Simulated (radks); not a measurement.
**Valence configurations of Mo**

The task here is to estimate one member of a computed series from the others.

The numbers are computed with radks (a radial shooting solver on a logarithmic mesh, Libxc functionals) version 1 (scalar-relativistic Kohn-Sham, PBE, spin-polarised, spherical densities, point nucleus; open shells are filled with parallel spins first), except any that are marked as measured or tabulated.

### What is computed

```
element       : molybdenum (Z = 42)
charge        : 0
electrons     : 42
configuration : [Kr] 4d5 5s1
others tried  : 4d5 5s0.5 5p0.5; 4d4 5s2; 4d4.5 5s1.5; 4d4 5s1 5p1; 4d6; 4d4 5s1.5 5p0.5; 4d3 5s1 5p2; 4d4.5 5s1 5p0.5; 4d5 5p1
```

Outer shells as boxes (Hund's rule):

Mo
```
[Kr] core
4d [↑ ][↑ ][↑ ][↑ ][↑ ]
5s [↑ ]
```

Set-up of the first run:

Settings of this run:

```text
Z 42
configuration [Kr] 4d5 5s1
relativity scalar-relativistic
functional pbe,pbe
spin polarised
nucleus point
c 137.035999084
```

Among the steps run: [Kr] 4d5 5s1.

One table of the session follows, with a row left open; its other results are not shown here.

It belongs to the step «[Kr] 4d5 5s1». Radial moments (bohr):

```
  level     <r>  outermost maximum (interpolated)  90 % within  nodes
  3d up  0.4154                             0.323        0.664      0
3d down  0.4152                             0.323        0.664      0
  4s up   1.112                             0.992         1.62      3
4s down   1.103                             0.986         1.61      3
  4p up   1.244                              1.08         1.85      2
4p down   1.232                              1.07         1.83      2
  5s up       ?                                 ?            ?      ?
  4d up   1.967                              1.39         3.24      1
```

Estimate the missing values for 5s up.

**Answer.** <r>: 3.475; outermost maximum (interpolated): 2.88; 90 % within: 5.22; nodes: 4. In the column «<r>» it is the highest.
